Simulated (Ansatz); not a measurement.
# Mg3CdTe4: the cost of one run

Method: DFT PBE, scalar-relativistic, plane waves, PAW, unless a step names another level, in Ansatz 0.2.0.

### 1 Starting point

The structure is trigonal, space group P3m1 (No. 156). The conventional cell has a = 4.628 Å, b = 4.628 Å, c = 15.072 Å, α = 90.00°, β = 90.00°, γ = 120.00°. Mg (site symmetry 3m) is surrounded by 4 Te at 2.82 to 2.83 Å. Mg (site symmetry 3m) is surrounded by 4 Te at 2.82 Å. Around Cd (site symmetry 3m) lie 4 Te at 2.85 to 2.87 Å. Te (site symmetry 3m) is surrounded by 4 Mg at 2.82 to 2.83 Å. Around Te (site symmetry 3m) lie 1 Mg at 2.83 Å and 3 Cd at 2.85 Å. Te (site symmetry 3m) is surrounded by 4 Mg at 2.82 Å. Around Te (site symmetry 3m) lie 3 Mg at 2.82 Å and 1 Cd at 2.87 Å.

As a file:

```cif
data_structure
_symmetry_space_group_name_H-M 'P3m1'
_symmetry_Int_Tables_number 156
_cell_length_a 4.6276
_cell_length_b 4.6276
_cell_length_c 15.0717
_cell_angle_alpha 90.000
_cell_angle_beta 90.000
_cell_angle_gamma 120.000
_cell_volume 279.52
loop_
_atom_site_label
_atom_site_type_symbol
_atom_site_symmetry_multiplicity
_atom_site_Wyckoff_symbol
_atom_site_fract_x
_atom_site_fract_y
_atom_site_fract_z
_atom_site_occupancy
Mg1 Mg 1 c 0.66667 0.33333 0.49577 1
Mg2 Mg 1 c 0.66667 0.33333 0.99993 1
Mg3 Mg 1 a 0.00000 0.00000 0.24813 1
Cd1 Cd 1 a 0.00000 0.00000 0.74992 1
Te1 Te 1 c 0.66667 0.33333 0.18740 1
Te2 Te 1 c 0.66667 0.33333 0.68338 1
Te3 Te 1 a 0.00000 0.00000 0.43545 1
Te4 Te 1 a 0.00000 0.00000 0.94003 1
```

It is the end of an earlier relaxation with the same method, from a generated guess; it is a trial structure. At a tolerance of 0.02 Å it has space group P3m1 (No. 156); it has 34.94 Å³/atom, an uncorrected energy of -0.78 eV/atom over the elements and, on its mesh, gap 1.59 eV.

### 2 Elastic constants, atoms relaxed

input.yaml

```yaml
crystal:
  lattice:
    - [4.6273905291, 2.89e-08, 0.0]
    - [-2.3136952896, 4.007437737, 0.0]
    - [0.0, 0.0, 15.071092241]
  atoms:
    - { symbol: Mg, position: [0.6666666667, 0.3333333333, 0.4957311333] }
    - { symbol: Mg, position: [0.6666666667, 0.3333333333, 0.9999476136] }
    - { symbol: Mg, position: [0.0, 0.0, 0.2481066673] }
    - { symbol: Cd, position: [0.0, 0.0, 0.7499612219] }
    - { symbol: Te, position: [0.6666666667, 0.3333333333, 0.1873983886] }
    - { symbol: Te, position: [0.6666666667, 0.3333333333, 0.6833354528] }
    - { symbol: Te, position: [0.0, 0.0, 0.4354238651] }
    - { symbol: Te, position: [0.0, 0.0, 0.9400966575] }
basis:
  ecutwfc: 420
kpoints:
  mp_grid: { grid: [6, 6, 2] }
hamiltonian:
  xc: pbe
scf:
  occupations: { method: fixed }
output:
  forces: true
  stress: true
  eigenvalues: true
  polarization: {}
elastic:
  mode: relaxed_ion
  stencil: two_point
```

Command:

```sh
$ ansatz run input.yaml --threads 4 --pin off --max-ram 8192MiB --backend cpu --events-out ev --progress --plain --runs-dir out
```

Q: Estimate wall time and peak memory on 4 threads of AMD EPYC 9R45 (Zen 5), shared host.

About 4.8 min, with a peak of 1.2 GiB.
